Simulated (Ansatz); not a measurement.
# Be: the cost of one run

Program: Ansatz 0.2.0. Level of theory: DFT r2SCAN, scalar-relativistic, plane waves, PAW. These are calculated values, not measurements.

## 1. The structure to begin with

The structure is trigonal, space group R-3m (No. 166). The conventional cell has a = 5.159 Å, b = 5.159 Å, c = 13.197 Å, α = 90.00°, β = 90.00°, γ = 120.00°. Around Be (site symmetry m) lie 6 Be at 1.75 to 1.90 Å. Be (site symmetry m) has 7 Be at 1.87 to 2.11 Å as nearest neighbours.

Structure file:

```cif
data_structure
_symmetry_space_group_name_H-M 'P 1'
_symmetry_Int_Tables_number 1
_cell_length_a 5.3124
_cell_length_b 5.3124
_cell_length_c 5.3124
_cell_angle_alpha 58.096
_cell_angle_beta 58.096
_cell_angle_gamma 58.096
_cell_volume 101.39
loop_
_atom_site_label
_atom_site_type_symbol
_atom_site_fract_x
_atom_site_fract_y
_atom_site_fract_z
_atom_site_occupancy
Be1 Be 0.01019 0.65361 0.01019 1
Be2 Be 0.01019 0.01019 0.65361 1
Be3 Be 0.65361 0.01019 0.01019 1
Be4 Be 0.98981 0.34639 0.98981 1
Be5 Be 0.34639 0.98981 0.98981 1
Be6 Be 0.98981 0.98981 0.34639 1
Be7 Be 0.22118 0.63060 0.22118 1
Be8 Be 0.22118 0.22118 0.63060 1
Be9 Be 0.63060 0.22118 0.22118 1
Be10 Be 0.77882 0.36940 0.77882 1
Be11 Be 0.36940 0.77882 0.77882 1
Be12 Be 0.77882 0.77882 0.36940 1
```

(A quick probe on a coarse mesh, which set the mesh and smearing, is not shown.)

## 3. A loose first relaxation

File input.yaml:

```yaml
crystal:
  lattice:
    - [2.5794137354, 1.4892252145, 4.3989377609]
    - [-2.5794137354, 1.4892252145, 4.3989377609]
    - [0.0, -2.9784504289, 4.3989377609]
  atoms:
    - { symbol: Be, position: [0.01019, 0.65361, 0.01019] }
    - { symbol: Be, position: [0.01019, 0.01019, 0.65361] }
    - { symbol: Be, position: [0.65361, 0.01019, 0.01019] }
    - { symbol: Be, position: [0.98981, 0.34639, 0.98981] }
    - { symbol: Be, position: [0.34639, 0.98981, 0.98981] }
    - { symbol: Be, position: [0.98981, 0.98981, 0.34639] }
    - { symbol: Be, position: [0.22118, 0.6306, 0.22118] }
    - { symbol: Be, position: [0.22118, 0.22118, 0.6306] }
    - { symbol: Be, position: [0.6306, 0.22118, 0.22118] }
    - { symbol: Be, position: [0.77882, 0.3694, 0.77882] }
    - { symbol: Be, position: [0.3694, 0.77882, 0.77882] }
    - { symbol: Be, position: [0.77882, 0.77882, 0.3694] }
basis:
  ecutwfc: 500
kpoints:
  mp_grid: { grid: [6, 6, 6] }
hamiltonian:
  xc: r2scan
scf:
  occupations: { method: gaussian, width: 0.1 }
  lower_state_search: "off"
output:
  forces: true
  stress: true
  eigenvalues: true
relax:
  adjacent_minimum: "off"
  f_tol: 0.04
  max_steps: 70
  cell: { stress_tol: 0.4 }
```

What time and memory should one allow on 1 thread of an x86-64 CPU, shared host?

About 4.4 min, with a peak of 0.97 GiB.
